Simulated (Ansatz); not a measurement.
# C3H8Si: rotation by 120° about the C2–C3 bond, part 2 of 2

Wanted: the energy profile along the rotation by 120° about the C2–C3 bond, from relaxed end points and a band of images. SMILES of the start: CC(C)[SiH].

Ansatz 0.2.0; RKS PBE-D4/def2-SVP.

## Step 6: The band

crystal.atoms is end A as relaxed above, and neb.final_atoms is end B, turned to lie on A. With 7 inner images the band has 9 in all.

The input, input.yaml:

```yaml
crystal:
  periodic: [false, false, false]
  atoms:
    - { symbol: C, position_ang: [-0.253753, 0.916368, -1.082057] }
    - { symbol: C, position_ang: [0.106915, -0.427294, -0.461256] }
    - { symbol: C, position_ang: [0.796399, -0.358287, 0.908765] }
    - { symbol: Si, position_ang: [-1.17863, -1.517004, 0.491983] }
    - { symbol: H, position_ang: [-0.851477, 0.783387, -2.006713] }
    - { symbol: H, position_ang: [-0.861724, 1.527345, -0.382692] }
    - { symbol: H, position_ang: [0.647664, 1.507346, -1.358353] }
    - { symbol: H, position_ang: [0.699973, -1.047724, -1.162634] }
    - { symbol: H, position_ang: [0.7372, 0.644233, 1.372491] }
    - { symbol: H, position_ang: [0.291844, -1.061886, 1.695405] }
    - { symbol: H, position_ang: [1.834418, -0.744187, 0.924295] }
    - { symbol: H, position_ang: [-1.891729, -0.277397, 1.094866] }
basis:
  gaussian: { orbitals: def2-SVP }
hamiltonian:
  xc: pbe
  dispersion: d4
neb:
  order_check: false
  images: 7
  f_tol: 0.03
  max_iterations: 60
  initial_path: idpp
  final_atoms:
    - { symbol: C, position_ang: [-0.15861113, 0.87658954, -1.13295424] }
    - { symbol: C, position_ang: [0.02860186, -0.46493963, -0.43558913] }
    - { symbol: C, position_ang: [0.76984562, -0.41397496, 0.90776364] }
    - { symbol: Si, position_ang: [-1.36423155, -1.29352145, 0.62294211] }
    - { symbol: H, position_ang: [-0.80938325, 0.7759916, -2.0254219] }
    - { symbol: H, position_ang: [-0.64096451, 1.61208442, -0.455974] }
    - { symbol: H, position_ang: [0.80589328, 1.31016156, -1.47920937] }
    - { symbol: H, position_ang: [0.50125664, -1.20613214, -1.11081776] }
    - { symbol: H, position_ang: [0.19937965, -0.98981011, 1.7518785] }
    - { symbol: H, position_ang: [1.74180455, -0.9448183, 0.91930442] }
    - { symbol: H, position_ang: [0.87111281, 0.61248561, 1.30733107] }
    - { symbol: H, position_ang: [-1.86760398, 0.07078385, 1.16484666] }
```

The run is started by

```console
$ ansatz run input.yaml --threads 2 --pin off --max-ram 3072MiB --backend cpu --events-out ev --progress --plain --runs-dir out
```

Log, cut to the lines that bear on the results:

```text
Warning: RAYON_NUM_THREADS=2 ignored (pool sized by the plan → 2); use --threads N
[...]
Functional definition: PBE
[...]
1134 factors; their error is unknown
[...]
mean field -11103.76375355 eV, -408.0557915416 hartree, gradient 3.4e-5 eV, S^2 0.000000; 0 other end points of the search recorded, 0 dependent functions left out
[...]
reference -11103.76378842 eV, -408.0557928231 hartree; 20, 20 occupied and 80, 80 virtual orbitals, 1134 factors
1134 factors; their error is unknown
[...]
mean field -11103.76371362 eV, -408.0557900740 hartree, gradient 3.4e-5 eV, S^2 0.000000; 0 other end points of the search recorded, 0 dependent functions left out
[...]
reference -11103.76374827 eV, -408.0557913474 hartree; 20, 20 occupied and 80, 80 virtual orbitals, 1134 factors
NEB end point (image 0): max|allowed force component| = 6.484e-3 eV/Å (the criterion of neb.relax_end_points is 1.000e-2)
[...]
Atom 2 at     0.749799    -0.441270     0.998361 Å, force    -0.014299    -0.008937    -0.006800 eV/Å
Atom 3 at    -1.691645    -1.077330     0.543462 Å, force     0.001809     0.002122    -0.003167 eV/Å
Atom 4 at    -0.651750     0.721653    -2.031369 Å, force    -0.000669     0.000426     0.000852 eV/Å
Atom 5 at    -0.405531     1.625505    -0.510113 Å, force     0.000008    -0.000208     0.000688 eV/Å
Atom 6 at     1.009206     1.032334    -1.443904 Å, force     0.000162    -0.000778     0.001147 eV/Å
Atom 7 at     0.358736    -1.359447    -0.928059 Å, force    -0.002804     0.000397    -0.001627 eV/Å
Atom 8 at     0.243831     0.180978     1.777292 Å, force    -0.000438     0.004193    -0.003746 eV/Å
Atom 9 at     0.969015    -1.434320     1.441287 Å, force     0.003369     0.002936    -0.002587 eV/Å
Atom 10 at     1.726079     0.060043     0.815904 Å, force     0.003060     0.002103     0.004316 eV/Å
Atom 11 at    -2.144567     0.385391     0.812723 Å, force     0.002809    -0.000756     0.002247 eV/Å
Dipole moment:     0.267483     0.113588    -0.097542 e Å
this run last wrote the band of iteration 7 to <dir>
```

It took 73 s on 2 threads of Intel Xeon Platinum 8375C at 2.90GHz (Ice Lake), shared host; peak memory 0.16 GiB.

## Step 7: The band, image by image

Images 0 and 8 are the ends. Energies count from image 0; the path length is the program's own measure over all atoms.

```
image  path (Å)  energy (eV)  dihedral Si4–C2–C3–H11 (°)  band force (eV/Å)
    0     0.000       0.0000                         121                  -
    1     0.499       0.0369                         138              0.008
    2     0.999       0.0928                         156              0.011
    3     1.498       0.1085                         173              0.020
   4*     1.998       0.1172                        -169              0.014
    5     2.444       0.0989                        -153              0.006
    6     2.891       0.0562                        -138              0.002
    7     3.338       0.0171                        -123              0.004
    8     3.784       0.0000                        -110                  -
```

The star marks the climbing image.

image, energy (eV) and a bar:
```
        0      0.000 
        1      0.037 #########
        2      0.093 ########################
        3      0.109 ############################
        4      0.117 ##############################
        5      0.099 #########################
        6      0.056 ##############
        7      0.017 ####
        8      0.000
```

The top of the band by iteration:

```
iteration  highest image above image 0 (eV)  largest band force (eV/Å)
        1                            0.2994                      1.295
        2                            0.1533                      0.791
        3                            0.1291                      0.218
        4                            0.1197                      0.179
        5                            0.1178                      0.150
        6                            0.1174                      0.073
        7                            0.1172                      0.020
```

Positions of all images (Å):

```xyz
12
image=0 dE=0.0000
C    -0.254    0.916   -1.082
C     0.107   -0.427   -0.461
C     0.796   -0.358    0.909
Si   -1.179   -1.517    0.492
H    -0.851    0.783   -2.007
H    -0.862    1.527   -0.383
H     0.648    1.507   -1.358
H     0.700   -1.048   -1.163
H     0.737    0.644    1.372
H     0.292   -1.062    1.695
H     1.834   -0.744    0.924
H    -1.892   -0.277    1.095
12
image=1 dE=0.0369
C    -0.181    0.891   -1.108
C     0.049   -0.451   -0.427
C     0.765   -0.359    0.935
Si   -1.325   -1.447    0.487
H    -0.774    0.777   -2.038
H    -0.735    1.585   -0.442
H     0.778    1.381   -1.388
H     0.609   -1.141   -1.091
H     0.547    0.590    1.460
H     0.439   -1.193    1.652
H     1.862   -0.514    0.872
H    -1.956   -0.176    1.123
12
image=2 dE=0.0928
C    -0.124    0.850   -1.102
C     0.001   -0.484   -0.374
C     0.774   -0.377    0.963
Si   -1.513   -1.343    0.446
H    -0.713    0.755   -2.036
H    -0.632    1.604   -0.464
H     0.872    1.261   -1.384
H     0.520   -1.228   -1.019
H     0.454    0.508    1.550
H     0.640   -1.278    1.622
H     1.871   -0.309    0.800
H    -2.073   -0.015    1.033
12
image=3 dE=0.1085
C    -0.076    0.809   -1.093
C    -0.034   -0.512   -0.325
C     0.786   -0.403    0.984
Si   -1.666   -1.215    0.429
H    -0.681    0.732   -2.020
H    -0.521    1.616   -0.473
H     0.944    1.139   -1.395
H     0.434   -1.301   -0.954
H     0.380    0.377    1.664
H     0.835   -1.360    1.552
H     1.838   -0.120    0.762
H    -2.161    0.182    0.901
12
image=4 dE=0.1172
C    -0.025    0.778   -1.118
C    -0.061   -0.527   -0.324
C     0.750   -0.441    0.998
Si   -1.692   -1.077    0.543
H    -0.652    0.722   -2.031
H    -0.406    1.626   -0.510
H     1.009    1.032   -1.444
H     0.359   -1.359   -0.928
H     0.244    0.181    1.777
H     0.969   -1.434    1.441
H     1.726    0.060    0.816
H    -2.145    0.385    0.813
12
image=5 dE=0.0989
C     0.023    0.746   -1.161
C    -0.076   -0.538   -0.342
C     0.700   -0.470    1.002
Si   -1.666   -0.944    0.666
H    -0.613    0.699   -2.069
H    -0.319    1.622   -0.570
H     1.065    0.947   -1.497
H     0.290   -1.410   -0.921
H     0.100   -0.001    1.837
H     1.043   -1.458    1.364
H     1.584    0.198    0.914
H    -2.053    0.553    0.810
12
image=6 dE=0.0562
C     0.064    0.709   -1.207
C    -0.089   -0.542   -0.347
C     0.662   -0.478    1.004
Si   -1.663   -0.822    0.739
H    -0.581    0.660   -2.109
H    -0.236    1.616   -0.643
H     1.111    0.852   -1.556
H     0.214   -1.453   -0.900
H    -0.016   -0.198    1.886
H     1.132   -1.434    1.300
H     1.418    0.334    1.019
H    -1.939    0.701    0.849
12
image=7 dE=0.0171
C     0.102    0.668   -1.252
C    -0.108   -0.538   -0.342
C     0.628   -0.470    1.009
Si   -1.684   -0.707    0.768
H    -0.550    0.614   -2.147
H    -0.150    1.611   -0.722
H     1.152    0.746   -1.613
H     0.133   -1.484   -0.864
H    -0.092   -0.408    1.919
H     1.229   -1.369    1.244
H     1.237    0.449    1.119
H    -1.821    0.832    0.915
12
image=8 dE=0.0000
C     0.037    0.808   -1.194
C    -0.031   -0.493   -0.404
C     0.654   -0.468    0.970
Si   -1.584   -1.003    0.632
H    -0.585    0.752   -2.111
H    -0.342    1.659   -0.591
H     1.074    1.052   -1.517
H     0.338   -1.348   -1.005
H    -0.039   -0.880    1.819
H     1.522   -1.149    1.066
H     0.909    0.554    1.308
H    -1.874    0.460    1.059
```

## Step 8: Frequencies at the highest image

The geometry is the highest inner image of the first converged band.

The input, input.yaml:

```yaml
crystal:
  periodic: [false, false, false]
  atoms:
    - { symbol: C, position_ang: [-0.024763, 0.778021, -1.11787] }
    - { symbol: C, position_ang: [-0.061309, -0.526657, -0.323614] }
    - { symbol: C, position_ang: [0.749799, -0.44127, 0.998361] }
    - { symbol: Si, position_ang: [-1.691645, -1.07733, 0.543462] }
    - { symbol: H, position_ang: [-0.65175, 0.721653, -2.031369] }
    - { symbol: H, position_ang: [-0.405531, 1.625505, -0.510113] }
    - { symbol: H, position_ang: [1.009206, 1.032334, -1.443904] }
    - { symbol: H, position_ang: [0.358736, -1.359447, -0.928059] }
    - { symbol: H, position_ang: [0.243831, 0.180978, 1.777292] }
    - { symbol: H, position_ang: [0.969015, -1.43432, 1.441287] }
    - { symbol: H, position_ang: [1.726079, 0.060043, 0.815904] }
    - { symbol: H, position_ang: [-2.144567, 0.385391, 0.812723] }
basis:
  gaussian: { orbitals: def2-SVP }
hamiltonian:
  xc: pbe
  dispersion: d4
phonons: {}
```

The run is started by

```console
$ ansatz run input.yaml --threads 2 --pin off --max-ram 3072MiB --backend cpu --events-out ev --progress --plain --runs-dir out
```

Log, cut to the lines that bear on the results:

```text
Warning: RAYON_NUM_THREADS=2 ignored (pool sized by the plan → 2); use --threads N
[...]
[... 1 set-up line as earlier in the session ...]
[...]
1134 factors; their error is unknown
[...]
mean field -11103.64521524 eV, -408.0514353391 hartree, gradient 2.4e-5 eV, S^2 0.000000; 0 other end points of the search recorded, 0 dependent functions left out
[...]
reference -11103.64524956 eV, -408.0514366001 hartree; 20, 20 occupied and 80, 80 virtual orbitals, 1134 factors
[...]
1134 factors; their error is unknown
mean field -11103.64505540 eV, -408.0514294649 hartree, gradient 1.5e-6 eV, S^2 0.000000; 0 other end points of the search recorded, 0 dependent functions left out
[...]
reference -11103.64508971 eV, -408.0514307258 hartree; 20, 20 occupied and 80, 80 virtual orbitals, 1134 factors
[...]
1134 factors; their error is unknown
mean field -11103.64505463 eV, -408.0514294367 hartree, gradient 1.7e-6 eV, S^2 0.000000; 0 other end points of the search recorded, 0 dependent functions left out
[...]
WARN: phonons: modes at or below zero, which the zero-point energy, F, S and C_V leave out: 1, the lowest at -147.52 cm⁻¹. A minimum has none, and a first-order saddle one
[...]
Atom 4 at    -0.651750     0.721653    -2.031369 Å, force    -0.000652     0.000433     0.000801 eV/Å
Atom 5 at    -0.405531     1.625505    -0.510113 Å, force     0.000211    -0.000615     0.000796 eV/Å
Atom 6 at     1.009206     1.032334    -1.443904 Å, force     0.000111    -0.000724     0.001048 eV/Å
Atom 7 at     0.358736    -1.359447    -0.928059 Å, force    -0.002810     0.000317    -0.001560 eV/Å
Atom 8 at     0.243831     0.180978     1.777292 Å, force    -0.000375     0.004176    -0.003720 eV/Å
Atom 9 at     0.969015    -1.434320     1.441287 Å, force     0.003402     0.002981    -0.002608 eV/Å
Atom 10 at     1.726079     0.060043     0.815904 Å, force     0.003036     0.002106     0.004313 eV/Å
Atom 11 at    -2.144567     0.385391     0.812723 Å, force     0.002470    -0.000482     0.002335 eV/Å
Dipole moment:     0.267482     0.113594    -0.097543 e Å
Vibrations: -147.52 182.02 242.17 291.31 337.36 374.92 579.97 766.72 821.18 891.85 914.12 977.61 1059.28 1123.14 1164.34 1281.07 1317.49 1343.00 1395.78 1407.61 1419.64 1420.31 1929.66 2913.95 2941.80 2984.82 2995.57 3025.19 3047.91 3053.28 cm⁻¹, zero-point energy 2.616259 eV
```

Run time: 57 s. Hardware: 2 threads of Intel Xeon Platinum 8375C at 2.90GHz (Ice Lake), shared host; peak memory 0.15 GiB.

Of 30 modes, 1 is imaginary by more than 30 cm⁻¹ (148i cm⁻¹).

## Step 9: Another band, settings changed

crystal.atoms is end A as relaxed above, and neb.final_atoms is end B, turned to lie on A. With 7 inner images the band has 9 in all.

The input, input.yaml:

```yaml
crystal:
  periodic: [false, false, false]
  atoms:
    - { symbol: C, position_ang: [-0.253753, 0.916368, -1.082057] }
    - { symbol: C, position_ang: [0.106915, -0.427294, -0.461256] }
    - { symbol: C, position_ang: [0.796399, -0.358287, 0.908765] }
    - { symbol: Si, position_ang: [-1.17863, -1.517004, 0.491983] }
    - { symbol: H, position_ang: [-0.851477, 0.783387, -2.006713] }
    - { symbol: H, position_ang: [-0.861724, 1.527345, -0.382692] }
    - { symbol: H, position_ang: [0.647664, 1.507346, -1.358353] }
    - { symbol: H, position_ang: [0.699973, -1.047724, -1.162634] }
    - { symbol: H, position_ang: [0.7372, 0.644233, 1.372491] }
    - { symbol: H, position_ang: [0.291844, -1.061886, 1.695405] }
    - { symbol: H, position_ang: [1.834418, -0.744187, 0.924295] }
    - { symbol: H, position_ang: [-1.891729, -0.277397, 1.094866] }
basis:
  gaussian: { orbitals: def2-SVP }
hamiltonian:
  xc: pbe
  dispersion: d4
neb:
  order_check: false
  images: 7
  f_tol: 0.03
  max_iterations: 60
  initial_path: idpp
  optimiser: lbfgs
  climbing: true
  final_atoms:
    - { symbol: C, position_ang: [-0.15861113, 0.87658954, -1.13295424] }
    - { symbol: C, position_ang: [0.02860186, -0.46493963, -0.43558913] }
    - { symbol: C, position_ang: [0.76984562, -0.41397496, 0.90776364] }
    - { symbol: Si, position_ang: [-1.36423155, -1.29352145, 0.62294211] }
    - { symbol: H, position_ang: [-0.80938325, 0.7759916, -2.0254219] }
    - { symbol: H, position_ang: [-0.64096451, 1.61208442, -0.455974] }
    - { symbol: H, position_ang: [0.80589328, 1.31016156, -1.47920937] }
    - { symbol: H, position_ang: [0.50125664, -1.20613214, -1.11081776] }
    - { symbol: H, position_ang: [0.19937965, -0.98981011, 1.7518785] }
    - { symbol: H, position_ang: [1.74180455, -0.9448183, 0.91930442] }
    - { symbol: H, position_ang: [0.87111281, 0.61248561, 1.30733107] }
    - { symbol: H, position_ang: [-1.86760398, 0.07078385, 1.16484666] }
```

The run is started by

```console
$ ansatz run input.yaml --threads 2 --pin off --max-ram 3072MiB --backend cpu --events-out ev --progress --plain --runs-dir out
```

Log, cut to the lines that bear on the results:

```text
Warning: RAYON_NUM_THREADS=2 ignored (pool sized by the plan → 2); use --threads N
[...]
[... 1 set-up line as earlier in the session ...]
[...]
1134 factors; their error is unknown
[...]
mean field -11103.76375355 eV, -408.0557915416 hartree, gradient 3.4e-5 eV, S^2 0.000000; 0 other end points of the search recorded, 0 dependent functions left out
[...]
reference -11103.76378842 eV, -408.0557928231 hartree; 20, 20 occupied and 80, 80 virtual orbitals, 1134 factors
1134 factors; their error is unknown
[...]
mean field -11103.76371362 eV, -408.0557900740 hartree, gradient 3.4e-5 eV, S^2 0.000000; 0 other end points of the search recorded, 0 dependent functions left out
[...]
reference -11103.76374827 eV, -408.0557913474 hartree; 20, 20 occupied and 80, 80 virtual orbitals, 1134 factors
NEB end point (image 0): max|allowed force component| = 6.484e-3 eV/Å (the criterion of neb.relax_end_points is 1.000e-2)
[...]
Atom 2 at     0.735324    -0.439884     0.999199 Å, force     0.016401     0.005621     0.012566 eV/Å
Atom 3 at    -1.669208    -1.093312     0.537131 Å, force    -0.020330    -0.001486    -0.014711 eV/Å
Atom 4 at    -0.638417     0.708427    -2.055840 Å, force     0.004006     0.006759     0.011686 eV/Å
Atom 5 at    -0.437971     1.631631    -0.539627 Å, force     0.006522    -0.009905     0.015716 eV/Å
Atom 6 at     1.004157     1.063624    -1.447669 Å, force     0.000452    -0.010926     0.019690 eV/Å
Atom 7 at     0.379630    -1.342819    -0.940478 Å, force    -0.007712    -0.011907     0.002674 eV/Å
Atom 8 at     0.238501     0.221825     1.749847 Å, force     0.021819     0.003426    -0.008622 eV/Å
Atom 9 at     0.891206    -1.435403     1.466795 Å, force     0.020269     0.013659     0.000565 eV/Å
Atom 10 at     1.745171    -0.000347     0.841162 Å, force    -0.001707     0.004930    -0.027209 eV/Å
Atom 11 at    -2.091988     0.359995     0.891829 Å, force    -0.026674     0.000110    -0.027019 eV/Å
Dipole moment:     0.270296     0.119529    -0.096324 e Å
this run last wrote the band of iteration 54 to <dir>
```

It took 7.5 min on 2 threads of Intel Xeon Platinum 8375C at 2.90GHz (Ice Lake), shared host; peak memory 0.15 GiB.

## Step 10: What the band shows

The 7 inner images lie between the fixed ends 0 and 8. Energy is taken from image 0, and the path length is the program's own coordinate along the band.

```
image  path (Å)  energy (eV)  dihedral Si4–C2–C3–H11 (°)  band force (eV/Å)
    0     0.000       0.0000                         121                  -
    1     0.451       0.0298                         136              0.009
    2     0.903       0.0870                         153              0.019
    3     1.357       0.1123                         170              0.027
   4*     1.811       0.1215                        -173              0.027
    5     2.279       0.1054                        -156              0.023
    6     2.745       0.0602                        -140              0.016
    7     3.208       0.0184                        -124              0.010
    8     3.671       0.0000                        -110                  -
```

The star marks the climbing image.

image, energy (eV) and a bar:
```
        0      0.000 
        1      0.030 #######
        2      0.087 #####################
        3      0.112 ############################
        4      0.121 ##############################
        5      0.105 ##########################
        6      0.060 ###############
        7      0.018 #####
        8      0.000
```

## Step 11: Results

This closing draws on all 2 parts.

```
                                quantity                                                      value
                                   end A                                   16 moves, 0.598 eV lower
                                   end B                                   17 moves, 0.595 eV lower
            first band: barrier forwards                                                    0.12 eV
           first band: barrier backwards                                                    0.12 eV
first band: second end relative to first                                                   0.000 eV
               first band: highest image                                      4 of 0 to 8, climbing
             first band: band iterations                                                          7
              imaginary modes at the top                                                  148i cm⁻¹
                             second band  top 0.121 eV above image 0, 54 iterations, 7 inner images
             time, first and second band                                           73 s and 7.5 min
```

In words: In the first band: the barrier from the first end is 0.12 eV, 5 times kT at 300 K, which at an assumed attempt frequency of 10^13 s⁻¹ means a rate near 10^11 s⁻¹. The two ends lie within 1 meV of each other. The listed dihedral goes from 121° at end A through -169° at the highest image to -110° at end B. One imaginary mode, as a first-order saddle point has. The second band's top lies 4 meV above the first's, so the changed settings hardly move the height. Zero-point energy and entropy are left out.
